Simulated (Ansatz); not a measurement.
**C₂H₆BFSi: basis-set convergence**

How large a basis does C₂H₆BFSi need? Two functionals are run in growing sets.

Computed with Ansatz 0.2.0, Gaussian basis. Level: one geometry, several basis sets.

Plan: PBE0-D4/def2-SVP; ωB97M-V/def2-SVP; PBE0-D4/def2-QZVPP; ωB97M-V/def2-QZVPP; the functionals' def2-TZVPP values are taken from earlier runs.

## (1) Structure used throughout

All runs share one geometry, relaxed beforehand with PBE0-D4 in a triple-zeta def2 set.

SMILES `C=C(F)B[SiH3]`, 11 atoms, charge 0, spin multiplicity 1.

Atoms are counted from 1 here; the program's logs count them from 0.

Bond lengths: C1–C2 1.335 Å, C1–H6 1.081 Å, C1–H7 1.085 Å, C2–F3 1.354 Å, C2–B4 1.535 Å, B4–Si5 2.014 Å, B4–H8 1.195 Å, Si5–H9 1.488 Å, Si5–H10 1.491 Å, Si5–H11 1.491 Å. Angles: C2–C1–H6 119.0°, C2–C1–H7 122.1°, H6–C1–H7 118.9°, C1–C2–F3 117.5°, C1–C2–B4 124.3°, F3–C2–B4 118.1°, C2–B4–Si5 121.4°, C2–B4–H8 115.6°, Si5–B4–H8 123.0°, B4–Si5–H9 113.1°, B4–Si5–H10 109.6°, B4–Si5–H11 109.8°, H9–Si5–H10 108.2°, H9–Si5–H11 108.2°, H10–Si5–H11 107.7°.

Geometry (Å):

```
C    -1.34805    1.84852    0.24367
C    -0.42771    0.89721    0.42120
F     0.34459    0.97311    1.53043
B    -0.19071   -0.26983   -0.54724
Si    1.22672   -1.65647   -0.19345
H    -1.97799    1.81132   -0.63395
H    -1.48432    2.65864    0.95247
H    -0.89726   -0.29257   -1.51092
H     1.28765   -2.70850   -1.24335
H     2.56257   -0.99895   -0.11501
H     0.96981   -2.31948    1.11683
```

## (2) PBE0-D4 in def2-SVP

The input, in.yaml:

```yaml
crystal:
  periodic: [false, false, false]
  atoms:
    - {symbol: C, position_ang: [-1.348050, 1.848520, 0.243672]}
    - {symbol: C, position_ang: [-0.427708, 0.897213, 0.421205]}
    - {symbol: F, position_ang: [0.344590, 0.973106, 1.530433]}
    - {symbol: B, position_ang: [-0.190708, -0.269828, -0.547235]}
    - {symbol: Si, position_ang: [1.226721, -1.656472, -0.193449]}
    - {symbol: H, position_ang: [-1.977991, 1.811316, -0.633946]}
    - {symbol: H, position_ang: [-1.484315, 2.658637, 0.952469]}
    - {symbol: H, position_ang: [-0.897260, -0.292570, -1.510920]}
    - {symbol: H, position_ang: [1.287650, -2.708500, -1.243351]}
    - {symbol: H, position_ang: [2.562565, -0.998947, -0.115009]}
    - {symbol: H, position_ang: [0.969805, -2.319476, 1.116831]}
basis:
  gaussian: {orbitals: def2-SVP}
hamiltonian: {xc: pbe0, dispersion: d4}
output: {orbitals: {seedname: orbitals}}
```

The runs that follow: ωB97M-V in def2-SVP; PBE0-D4 in def2-QZVPP; ωB97M-V in def2-QZVPP.

Q: Predict the results of all the runs planned. Wanted: PBE0-D4: double and triple zeta above quadruple; ωB97M-V: double and triple zeta above quadruple.

As calculated:

```
                                       quantity          value
PBE0-D4: double and triple zeta above quadruple  9.71, 0.56 eV
ωB97M-V: double and triple zeta above quadruple  9.97, 0.53 eV
```

**Reading.** PBE0-D4 gains 9.15 eV from double to triple zeta, then 0.56 eV more. These are total energies; as a rule much of such shifts cancels in differences, which this series doesn't test.
